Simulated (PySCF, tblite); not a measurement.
# B₂N₂H₈: infrared bands, NMR shifts and spin-spin couplings

Wanted: the infrared bands, NMR shifts and spin-spin couplings of B₂N₂H₈ (`[BH2-]1[NH2+][BH2-][NH2+]1`), by calculation.

Computed with tblite 0.8.0 and PySCF 2.14.0, with density-fitted response routines of our own, on a single molecule in the gas phase. Atoms are numbered from 0 throughout.

## Step 1: The molecule as given

12 atoms, charge 0, multiplicity 1; geometry from: GFN2-xTB.

Bonds of the start (Å): B0–N1 1.59, N1–B2 1.59, B2–N3 1.59, N3–B0 1.59, B0–H4 1.19, B0–H5 1.19, N1–H6 1.01, N1–H7 1.01, B2–H8 1.19, B2–H9 1.19, N3–H10 1.01, N3–H11 1.01.

## Step 2: Vibrational analysis with GFN2-xTB

What the job is given:

```
{"job": {"kind": "ir", "xc": "GFN2-xTB", "basis": "xTB"}, "charge": 0, "multiplicity": 1}
B      0.383030     0.810254    -0.652047
N      1.066403    -0.259617     0.302013
B     -0.382444    -0.810034     0.648180
N     -1.066185     0.259371    -0.307024
H      0.541997     1.920992    -0.262633
H      0.666180     0.636717    -1.792409
H      1.672764    -0.920658    -0.164117
H      1.572922     0.129757     1.085450
H     -0.542149    -1.921349     0.260200
H     -0.665989    -0.634999     1.788357
H     -1.571660    -0.130850    -1.090830
H     -1.673672     0.919731     0.158832
```

**Question.** This job is followed by: GIAO PBE0/pcSseg-1 NMR shielding, non-relativistic, gas phase; B3LYP/pcJ-1 indirect spin-spin coupling, non-relativistic, gas phase. Predict these results of the whole session: strongest single infrared mode (GFN2-xTB); zero-point energy (GFN2-xTB); 1H shifts against TMS (PBE0/pcSseg-1, means over atoms taken as alike); 11B shifts against BF3·OEt2 (PBE0/pcSseg-1, means over atoms taken as alike); 15N shifts against NH3 (PBE0/pcSseg-1, means over atoms taken as alike); largest coupling of the table (B3LYP/pcJ-1).

As calculated:

```
                                                                    quantity                    value
                                   strongest single infrared mode (GFN2-xTB)    2488 cm⁻¹, 492 km/mol
                                                zero-point energy (GFN2-xTB)            63.3 kcal/mol
      1H shifts against TMS (PBE0/pcSseg-1, means over atoms taken as alike)           3.44, 1.82 ppm
11B shifts against BF3·OEt2 (PBE0/pcSseg-1, means over atoms taken as alike)                -14.4 ppm
     15N shifts against NH3 (PBE0/pcSseg-1, means over atoms taken as alike)                 23.6 ppm
                                 largest coupling of the table (B3LYP/pcJ-1)  1J(B,H) B0–H4, 115.2 Hz
```

**Reading.** No mode is imaginary among the 30: a minimum at this level. GFN2-xTB is a fitted tight-binding method: band positions and strengths are rough. Its intensities can rank the bands wrongly. At PBE0/pcSseg-1: Shielding is most anisotropic at B0, B2 (span 34 ppm, paramagnetic term -75 ppm). Of the pairs tabulated at B3LYP/pcJ-1, B0–H4 (mean over like pairs) couples most strongly (115.2 Hz; Fermi contact 115.0 Hz). Couplings across rotatable bonds belong to this one conformer; where others are populated, the observed values are averages.
